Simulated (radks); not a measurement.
**Ionisation energy and size from Ni to Kr**

The task here is to estimate one member of a computed series from the others.

The numbers are computed with radks (a radial shooting solver on a logarithmic mesh, Libxc functionals) version 1 (non-relativistic Kohn-Sham, PBE, spin-polarised, spherical densities, point nucleus; open shells are filled with parallel spins first), except any that are marked as measured or tabulated.

**The atom as given**

| Item | Value |
| --- | --- |
| species | Ni, Cu, Zn, Ga, Ge, As, Se, Br, Kr |
| runs | 18, each species and its next ion |

The first run:

Settings of this run:

```text
Z 28
configuration [Ar] 3d8 4s2
relativity non-relativistic
functional pbe,pbe
spin polarised
nucleus point
```

Steps of the session up to this table: Ni, [Ar] 3d8 4s2; Ni⁺, [Ar] 3d9; Cu, [Ar] 3d10 4s1; Cu⁺, [Ar] 3d10; Zn, [Ar] 3d10 4s2; Zn⁺, [Ar] 3d10 4s1; Ga, [Ar] 3d10 4s2 4p1; Ga⁺, [Ar] 3d10 4s2; Ge, [Ar] 3d10 4s2 4p2; Ge⁺, [Ar] 3d10 4s2 4p1; As, [Ar] 3d10 4s2 4p3; As⁺, [Ar] 3d10 4s2 4p2; Se, [Ar] 3d10 4s2 4p4; Se⁺, [Ar] 3d10 4s2 4p3; Br, [Ar] 3d10 4s2 4p5; Br⁺, [Ar] 3d10 4s2 4p4; Kr, [Kr]; Kr⁺, [Ar] 3d10 4s2 4p5.

One table of the session follows, with a row left open; its other results are not shown here.

```
species  Δ-SCF (eV)  −ε(HOMO) (eV)  its <r> (bohr)
     Ni       6.489          5.352            2.89
     Cu           ?              ?               ?
     Zn       9.377          5.825            2.70
     Ga       5.906          2.907            3.38
     Ge       7.975          4.451            2.85
     As       9.929          5.955            2.52
     Se       9.554          5.646            2.35
     Br      11.881          7.491            2.12
     Kr      14.097          9.283            1.95
```

**Question.** Estimate the row for Cu.

**Answer.** Δ-SCF (eV): 8.144; −ε(HOMO) (eV): 4.828; its <r> (bohr): 2.97. In the column «Δ-SCF (eV)» it lies between Ge (7.975) and Zn (9.377).

Open shells are spherical and high-spin; term and fine-structure splittings are not resolved.
